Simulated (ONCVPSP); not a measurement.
# F: the cost of one run

Method: ONCVPSP 4.0.1.1 (patched build), PBEsol, scalar-relativistic.

**1. Settings**

The settings as typed:

* element: fluorine (F, Z = 9)
* type: optimised norm-conserving Vanderbilt (ONCV)
* frozen core: [He]
* valence charge: 7
* reference configuration: 2s2 2p5
* partial waves: 2s: rc 0.60 bohr, ncon 3, nbas 7, qcut 12.7 1/bohr, 2 projectors, debl 1.6 Ha; 2p: rc 0.95 bohr, ncon 4, nbas 7, qcut 14.2 1/bohr, 2 projectors, debl 1 Ha; d scattering state at 0.26 Ha: rc 0.95 bohr, ncon 4, nbas 9, qcut 9.2 1/bohr, 2 projectors, debl 2.9 Ha
* local potential: polynomial inside 0.55 bohr (lpopt 5, dvloc0 4 Ha)
* core correction: polynomial model core, fcfact 0.2

The outer shells as boxes (Hund's rule for the drawing; the calculation is spin-unpolarised):

```
[He] core
2s [↑↓]
2p [↑↓][↑↓][↑ ]
```

The nodes and maxima of the atom's own shells, from an earlier all-electron run, set the scale for the radii.

All-electron outer shells of the reference configuration (PBEsol, scalar-relativistic, ld1.x):

```tsv
shell	level (eV)	outermost node (bohr)	outermost maximum (bohr)
1s	-661.16	–	0.11
2s	-29.72	0.24	0.76
2p	-11.05	–	0.71
```

**2. Generating the potential**

File F.dat:

```
# ATOM AND REFERENCE CONFIGURATION
# atsym  z   nc   nv     iexc    psfile
  F 9.00    1    2  -116133      upf
#
#   n    l    f
    1    0    2.00
    2    0    2.00
    2    1    5.00
#
# PSEUDOPOTENTIAL AND OPTIMIZATION
# lmax
    2
#
#   l,   rc,      ep,       ncon, nbas, qcut
    0    0.60    0.00    3    7   12.70
    1    0.95    0.00    4    7   14.20
    2    0.95    0.26    4    9    9.20
#
# LOCAL POTENTIAL
# lloc, lpopt,  rc(5),   dvloc0
    4    5    0.55    4.00
#
# VANDERBILT-KLEINMAN-BYLANDER PROJECTORs
# l, nproj, debl
    0    2    1.60
    1    2    1.00
    2    2    2.90
#
# MODEL CORE CHARGE
# icmod, fcfact, rcfact
    1    0.20    0.00
#
# LOG DERIVATIVE ANALYSIS
# epsh1, epsh2, depsh
   -3.00    5.00    0.02
#
# OUTPUT GRID
# rlmax, drl
    6.00    0.01
#
# TEST CONFIGURATIONS
# ncnf
    4
# nvcnf
#   n    l    f
    2
    2    0    2.00
    2    1    4.00
#
    2
    2    0    2.00
    2    1    3.00
#
    2
    2    0    2.00
    2    1    2.00
#
    2
    2    0    2.00
    2    1    4.50
#
```

Started as:

```console
$ oncvpsp.x < F.dat > F.out
```

**Question.** How long does this run take on 1 thread of Neoverse-N1, shared host?

About 5.7 s.
